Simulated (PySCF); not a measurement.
The system is ZnH2, in a box.

```
Zn H
1.0
    11.00000    0.00000    0.00000
     0.00000   12.00000    0.00000
     0.00000    0.00000   10.00000
Zn H
1 2
Direct
  0.50118 0.50175 0.50340
  0.55520 0.61390 0.55039
  0.44716 0.38960 0.45641
```

Base run:

```yaml
Program: PySCF 2.14.0
Functional: rSCAN
Potentials_or_basis: def2-svp (all-electron)
k_mesh: 1 × 1 × 1
Occupations: fixed
Spin: no spin polarisation
```

Its results: gap between the frontier levels 7.33 eV.

**Question.** The run is repeated on the same cell with these changes: functional from rSCAN to r2SCAN0. What comes out?

**Answer.** Gap between the frontier levels 9.43 eV.

r2SCAN0 gives the wider gap, since exact exchange removes part of the self-interaction.

Caveats: this is a molecule in a periodic box at the Γ point, so its band gap is the HOMO-LUMO gap; the basis of atomic orbitals isn't converged, which shifts pressures, moduli and gaps.

A k mesh can miss the band edges.

Not every run made on this cell is shown here.
